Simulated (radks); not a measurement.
**Zn¹⁴⁺ in [Ne] 3s2 3p4: an all-electron calculation**

The task here is to estimate one member of a computed series from the others.

The numbers are computed with radks (a radial shooting solver on a logarithmic mesh, Libxc functionals) version 1 (scalar-relativistic Kohn-Sham, HCTH/407, spin-polarised, spherical densities, finite nucleus; open shells are filled with parallel spins first), except any that are marked as measured or tabulated.

### Starting point

```
element            : zinc (Z = 30)
charge             : +14
electrons          : 16
configuration      : [Ne] 3s2 3p4
nuclear rms radius : 3.9283 fm
```

The outer shells:

Zn¹⁴⁺
```
[Ne] core
3s [↑↓]
3p [↑↓][↑ ][↑ ]
```

The first run:

Input:

```text
Z 30
configuration [Ne] 3s2 3p4 4s0 3d0 4p0 4f0
relativity scalar-relativistic
functional hcth_407
spin polarised
nucleus finite rms 3.9283 fm
c 137.035999084
```

Run with:

```console
$ python run_ks.py task.json out
```

All runs below come from this command, one after another.

Among the steps run: Self-consistent calculation.

One table of the session follows, with a row left open; its other results are not shown here.

It belongs to the step «Radial structure». Radial moments (bohr):

```
  level      <r>  outermost maximum (interpolated)  90 % within  nodes
  1s up  0.05035                            0.0329       0.0900      0
1s down  0.05034                            0.0329       0.0900      0
  2s up   0.2246                             0.189        0.347      1
2s down   0.2244                             0.189        0.346      1
  2p up   0.1965                             0.152        0.320      0
2p down   0.1965                             0.152        0.320      0
  3s up   0.5890                             0.545        0.857      2
3s down   0.5919                             0.546        0.863      2
  3p up   0.5835                             0.534        0.865      1
3p down   0.5868                             0.536        0.872      1
  3d up   0.5422                             0.454        0.835      0
3d down   0.5439                             0.452        0.841      0
  4s up    1.187                              1.17         1.67      3
4s down    1.182                              1.17         1.66      3
  4p up    1.211                              1.20         1.72      2
4p down        ?                                 ?            ?      ?
  4f up    1.116                             0.973         1.64      0
4f down    1.126                              1.01         1.64      0
```

Q: Estimate the row for 4p down from the others.

The run gave: <r>: 1.205; outermost maximum (interpolated): 1.19; 90 % within: 1.71; nodes: 2. In the column «<r>» it lies between 4s up (1.187) and 4p up (1.211).

Caveats from the session: Open shells are spherical and high-spin; term and fine-structure splittings are not resolved.
